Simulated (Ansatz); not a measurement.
# HfZr2Te6: the cost of one run

Computed with Ansatz 0.2.0 (DFT PBE, scalar-relativistic, plane waves, PAW, unless a step's input says otherwise).

1 further run of the same task is left out (set aside as unsound or not needed). Runs told in other sessions of the task aren't counted.

## 1. The system as given

It takes space group P-3m1 (No. 164, trigonal). Conventional cell: a = 3.971 Å, b = 3.971 Å, c = 21.361 Å, α = 90.00°, β = 90.00°, γ = 120.00°. Around Zr (site symmetry 3m) lie 6 Te at 2.92 Å. Hf (site symmetry -3m) is surrounded by 6 Te at 2.90 Å. Te (site symmetry 3m) is surrounded by 3 Zr at 2.92 Å. Te (site symmetry 3m) is surrounded by 3 Hf at 2.90 Å.

Structure file:

```xyz
9
Lattice="3.9715 0.0000 0.0000 -1.9857 3.4394 0.0000 0.0000 0.0000 21.3606" Properties=species:S:1:pos:R:3 pbc="T T T"
Zr    0.0000    0.0000   17.8276
Zr    0.0000    0.0000    3.5331
Hf    0.0000    0.0000   10.6803
Te    0.0000    2.2929   19.6288
Te    0.0000    2.2929    5.3361
Te    0.0000    2.2929   12.4556
Te    1.9857    1.1465    1.7319
Te    1.9857    1.1465    8.9050
Te    1.9857    1.1465   16.0245
```

It is the end of an earlier relaxation with the same method, from a generated guess; it needn't be the stable form of this composition. At a tolerance of 0.05 Å it has space group P-3m1 (No. 164); it has 32.42 Å³/atom, an uncorrected energy of -0.87 eV/atom over the elements.

## 2. Electronic structure at the relaxed geometry

The input, input.yaml:

```yaml
crystal:
  lattice:
    - [3.9714759462, 2.89e-08, 0.0]
    - [-1.9857379981, 3.4393990455, 0.0]
    - [0.0, 0.0, 21.3606189]
  atoms:
    - { symbol: Zr, position: [0.0, 0.0, 0.834599] }
    - { symbol: Zr, position: [0.0, 0.0, 0.165401] }
    - { symbol: Hf, position: [0.0, 0.0, 0.5] }
    - { symbol: Te, position: [0.3333333333, 0.6666666667, 0.918923] }
    - { symbol: Te, position: [0.3333333333, 0.6666666667, 0.249809] }
    - { symbol: Te, position: [0.3333333333, 0.6666666667, 0.58311] }
    - { symbol: Te, position: [0.6666666667, 0.3333333333, 0.081077] }
    - { symbol: Te, position: [0.6666666667, 0.3333333333, 0.41689] }
    - { symbol: Te, position: [0.6666666667, 0.3333333333, 0.750191] }
basis:
  ecutwfc: 420
kpoints:
  mp_grid: { grid: [12, 12, 2] }
  band_path:
    path:
      - [[0.0, 0.0, 0.0], [0.5, 0.0, 0.0], [0.33333333, 0.33333333, 0.0], [0.0, 0.0, 0.0], [0.0, 0.0, 0.5], [0.5, 0.0, 0.5], [0.33333333, 0.33333333, 0.5], [0.0, 0.0, 0.5]]
      - [[0.5, 0.0, 0.5], [0.5, 0.0, 0.0]]
      - [[0.33333333, 0.33333333, 0.5], [0.33333333, 0.33333333, 0.0]]
    npoints: 14
hamiltonian:
  xc: pbe
scf:
  occupations: { method: gaussian, width: 0.1 }
  n_extra_bands: 22
output:
  forces: true
  stress: true
  eigenvalues: true
  populations: true
  dos: { projected: true, de: 0.02, nscf_kmesh: { grid: [15, 15, 3] } }
  bader: true
```

The run is started by

```
ansatz run input.yaml --threads 4 --pin off --max-ram 8192MiB --backend cpu --events-out ev --progress --plain --runs-dir out
```

**Question.** How long does this run take on 4 threads of Intel Xeon Platinum 8259CL at 2.50GHz (Skylake/Cascade Lake), shared host, and how much memory does it need?

About 86 s, with a peak of 2.4 GiB.
